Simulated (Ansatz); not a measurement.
Write a Python script for Ansatz 0.2.0, Python API that makes an active-space calculation of GeH₂, SMILES [GeH2]. Level of theory: SC-NEVPT2, def2-SVP basis, multiplicity 1.

| atom | x (Å) | y (Å) | z (Å) |
| --- | --- | --- | --- |
| Ge | -0.5953 | 0.4232 | -0.2753 |
| H | 0.7811 | 0.7071 | 0.5038 |
| H | -0.1858 | -1.1303 | -0.2285 |

Script `geh2_cas.py`:
```python
"""Static correlation in GeH2: natural occupations of an active space."""

import warnings

import ansatz as az
from ase import Atoms

SETTINGS = {
    "basis_set": "def2-SVP",
}

warnings.simplefilter("ignore", az.DeckWarning)

atoms = Atoms(["Ge", "H", "H"], positions=[
    [-0.5953, 0.42319, -0.27532],
    [0.78114, 0.70712, 0.50384],
    [-0.18584, -1.1303, -0.22853],
])
geh2 = az.Crystal.molecule_from_ase(atoms)

model = (
    geh2.calculation()
    .basis(gaussian=SETTINGS["basis_set"])
    .correlation(active_electrons=4, active_orbitals=4)  # correlation on top of the mean field
)
for method in ["sc_nevpt2"]:
    data = (model if method is None else model.correlation(method)).run().report
    space = data["configurations"]
    state = space["states"][0]
    print(method or "casscf", f"total {data['free_energy_ev'] / 27.211386246:.6f} Ha, active-space state {state['energy']['hartree']:.6f} Ha, mean field {data['reference_energy_ev'] / 27.211386246:.6f} Ha")
    print("  determinants", state["n_determinants"], " natural occupations", [round(n, 3) for n in space["natural_occupations"]])
```

Output of `python geh2_cas.py`:
```text
sc_nevpt2 total -2076.432759 Ha, active-space state -2076.242966 Ha, mean field -2076.210318 Ha
  determinants 18  natural occupations [1.976, 1.932, 0.064, 0.028]
```

Reading the output:
- The settings weren't tested for convergence.
- The geometry is a force-field or estimated start, not a minimum of this method, and the basis set is short of its limit. The active space starts as a window about the frontier orbitals and is then optimised, not chosen by chemistry.
- Finished in 2.2 s on 1 thread of Arm Neoverse V1, with other jobs on the host, peak memory 0.16 GiB.
